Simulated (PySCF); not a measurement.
# [CeCl2]2+: other functionals and bases at one geometry

The task here is to estimate one member of a computed series from the others.

The runs use PySCF 2.14.0; several levels, as the steps say, no spin–orbit coupling.

1 further run of the same task is left out (for a known fault of the program).

## The system as given

3 atoms, charge 2, spin multiplicity 1.

Bond lengths: Ce1–Cl2 2.339 Å, Ce1–Cl3 2.339 Å. Angles: Cl2–Ce1–Cl3 100.8°.

Geometry (Å):

```xyz
3

Ce    0.0000    0.0000   -0.6428
Cl    1.8026    0.0000    0.8472
Cl   -1.8026    0.0000    0.8472
```

Formal oxidation states: Ce +4. The 4f shell is empty and lies in the core potential. An earlier session relaxed this geometry at PBE0, Ce lcecp-2-SVP with ECP46, Cl def2-SVP (singlet, point group C2v).

At PBE0 on the finer grid: E = -957.721295 Eh, frontier levels not given, since the 4f levels lie in the core, Mulliken charge on Ce1 +1.84 e, largest force component 0.007 eV/Å. The large-core potential holds the 4f shell empty.

Levels to run: PBE; revPBE; PBE0, TZVP. Hardware: 2 threads of Arm Neoverse V1, shared host.

The first run:

run.py (the lines that set the calculation) reads:

```python
mol = gto.M(atom='''
Ce     0.00000     0.00000    -0.64280
Cl     1.80255     0.00000     0.84717
Cl    -1.80255     0.00000     0.84717''',
    basis={'Ce': 'lcecp-2-SVP', 'Cl': 'def2-SVP'},
    ecp={'Ce': 'lcecp-2-SVP'},
    charge=2, spin=0)
mf = dft.RKS(mol, xc='PBE')
mf.grids.atom_grid = (75, 302)  # f atoms: unpruned, at least (60, 302)
mf = mf.density_fit()  # fitting sets: Ce AutoAux, Cl def2-universal-JKFIT
mf.conv_tol = 1e-08; mf.max_cycle = 55
mf.kernel(dm0)  # dm0: the density of the relaxed state
```

On the command line:

```
OMP_NUM_THREADS=2 python run.py
```

Steps of the session up to this table: PBE; revPBE; PBE0, TZVP.

One table of the session follows, with a row left open; its other results are not shown here.

| level | charge on Ce1 (e) | dipole (D) | largest force component (eV/Å) |
| --- | --- | --- | --- |
| PBE0 (relaxed here) | 1.84 | 5.10 | 0.01 |
| PBE | 1.72 | 4.45 | 0.61 |
| revPBE | ? | ? | ? |
| PBE0, TZVP | 1.95 | 4.81 | 0.26 |

Q: Estimate the row for revPBE from the others.

**Answer.** charge on Ce1 (e): 1.74; dipole (D): 4.48; largest force component (eV/Å): 0.75. In the column «charge on Ce1 (e)» it lies between PBE (1.72) and PBE0 (relaxed here) (1.84).

The dipole of a charged species depends on the origin, so these sizes hold for this origin alone.

The largest leftover force, 0.75 eV/Å with revPBE, stands at a geometry relaxed at another level. With 4f in the core, its levels are missing from HOMO and gap, and its count is fixed, so no charge can pass from the ligands into it. Total energies of different levels can't be compared.
